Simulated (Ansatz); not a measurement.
# C₃H₉HfIO₃: one species, many methods

An exercise on one series of results from a longer session: the logs are not shown, and one member is left open.

Method: functionals in def2-TZVPP, the program's frozen cores in correlated methods; program: Ansatz 0.2.0, Gaussian basis.

The runs, in order: LDA (SPW92), PBE-D4, revPBE-D4, BLYP-D4, r2SCAN-D4, B97M-V, PBE0-D4, B3LYP-D4, r2SCANh-D4, r2SCAN0-D4, HSE06-D4, BHLYP-D4, CAM-B3LYP-D4, LC-ωPBE, ωB97X-V, ωB97M-V, B2PLYP, PBE-QIDH; CCSD(T)/def2-SVP; CCSD(T)/def2-TZVPP; MP2/def2-QZVPP; extrapolation to the limit; RPA on PBE.

## The relaxed structure

All runs share one geometry, relaxed beforehand with PBE0-D4 in a triple-zeta def2 set. Hf, I take the def2 core potential; no spin-orbit term is included.

SMILES `C[O][Hf]([I])([O]C)[O]C`, 17 atoms, charge 0, spin multiplicity 1.

Atoms are counted from 1 here; the program's logs count them from 0.

Bond lengths: C1–O2 1.388 Å, C1–H9 1.095 Å, C1–H10 1.095 Å, C1–H11 1.095 Å, O2–Hf3 1.906 Å, Hf3–I4 2.765 Å, Hf3–O5 1.906 Å, Hf3–O7 1.906 Å, O5–C6 1.388 Å, C6–H12 1.095 Å, C6–H13 1.095 Å, C6–H14 1.095 Å, O7–C8 1.388 Å, C8–H15 1.095 Å, C8–H16 1.095 Å, C8–H17 1.095 Å. Angles: O2–C1–H9 110.7°, O2–C1–H10 110.7°, O2–C1–H11 110.2°, H9–C1–H10 108.5°, H9–C1–H11 108.4°, H10–C1–H11 108.4°, C1–O2–Hf3 175.8°, O2–Hf3–I4 109.1°, O2–Hf3–O5 109.9°, O2–Hf3–O7 109.9°, I4–Hf3–O5 109.1°, I4–Hf3–O7 109.1°, O5–Hf3–O7 109.9°, Hf3–O5–C6 175.8°, O5–C6–H12 110.7°, O5–C6–H13 110.2°, O5–C6–H14 110.7°, H12–C6–H13 108.4° and more.

Set-up of the first run:

in.yaml

```yaml
crystal:
  periodic: [false, false, false]
  atoms:
    - {symbol: C, position_ang: [-1.697792, 2.203192, 1.353204]}
    - {symbol: O, position_ang: [-1.049085, 1.004128, 1.090625]}
    - {symbol: Hf, position_ang: [-0.110571, -0.584391, 0.611836]}
    - {symbol: I, position_ang: [-0.470233, -2.478721, 2.593890]}
    - {symbol: O, position_ang: [1.750405, -0.209966, 0.438209]}
    - {symbol: C, position_ang: [3.081691, 0.127725, 0.235785]}
    - {symbol: O, position_ang: [-0.790173, -1.267379, -1.032889]}
    - {symbol: C, position_ang: [-1.259920, -1.676826, -2.273465]}
    - {symbol: H, position_ang: [-0.976544, 3.023061, 1.435954]}
    - {symbol: H, position_ang: [-2.405740, 2.443216, 0.552920]}
    - {symbol: H, position_ang: [-2.251688, 2.134326, 2.294866]}
    - {symbol: H, position_ang: [3.240967, 1.196435, 0.413458]}
    - {symbol: H, position_ang: [3.722469, -0.435350, 0.921681]}
    - {symbol: H, position_ang: [3.387576, -0.102759, -0.790077]}
    - {symbol: H, position_ang: [-1.676898, -2.686538, -2.204775]}
    - {symbol: H, position_ang: [-0.449402, -1.687410, -3.009689]}
    - {symbol: H, position_ang: [-2.045062, -1.002723, -2.631543]}
basis:
  gaussian: {orbitals: def2-TZVPP}
hamiltonian: {xc: lda}
output: {orbitals: {seedname: orbitals}}
```

Steps of the session up to this table: LDA; PBE-D4 (GGA); revPBE-D4 (GGA); BLYP-D4 (GGA); r2SCAN-D4 (meta-GGA); B97M-V (meta-GGA); PBE0-D4 (hybrid); B3LYP-D4 (hybrid); r2SCANh-D4 (hybrid); r2SCAN0-D4 (hybrid); HSE06-D4 (hybrid); BHLYP-D4 (hybrid); CAM-B3LYP-D4 (range-separated); LC-ωPBE (range-separated); ωB97X-V (range-separated); ωB97M-V (range-separated); B2PLYP (double hybrid); PBE-QIDH (double hybrid).

One of the session's tables, all rows but one given; the rest of the session is left out.

It belongs to the step «Orbital energies across the functionals». 

| functional | HOMO (eV) | gap (eV) |
| --- | --- | --- |
| LDA (SPW92) | -6.14 | 5.08 |
| PBE-D4 | -5.99 | 5.16 |
| revPBE-D4 | -5.94 | 5.22 |
| BLYP-D4 | ? | ? |
| r2SCAN-D4 | -6.30 | 5.80 |
| B97M-V | -6.31 | 5.59 |
| PBE0-D4 | -7.15 | 7.04 |
| B3LYP-D4 | -6.88 | 6.52 |
| r2SCANh-D4 | -6.73 | 6.51 |
| r2SCAN0-D4 | -7.36 | 7.52 |
| HSE06-D4 | -6.76 | 6.29 |
| BHLYP-D4 | -8.11 | 8.60 |
| CAM-B3LYP-D4 | -8.36 | 8.98 |
| LC-ωPBE | -9.69 | 11.47 |
| ωB97X-V | -9.37 | 10.92 |
| ωB97M-V | -9.26 | 10.37 |

Estimate the missing values for BLYP-D4.

Worked estimate for «HOMO (eV)». Against the share of exact exchange, B3LYP-D4 (0.2, -6.88), BHLYP-D4 (0.5, -8.11) give a slope of -4.10 per unit share; at 0 the line stands at -6.06.

**Answer.** HOMO (eV): -5.80; gap (eV): 5.04. In «HOMO (eV)» the line misses by -0.26.
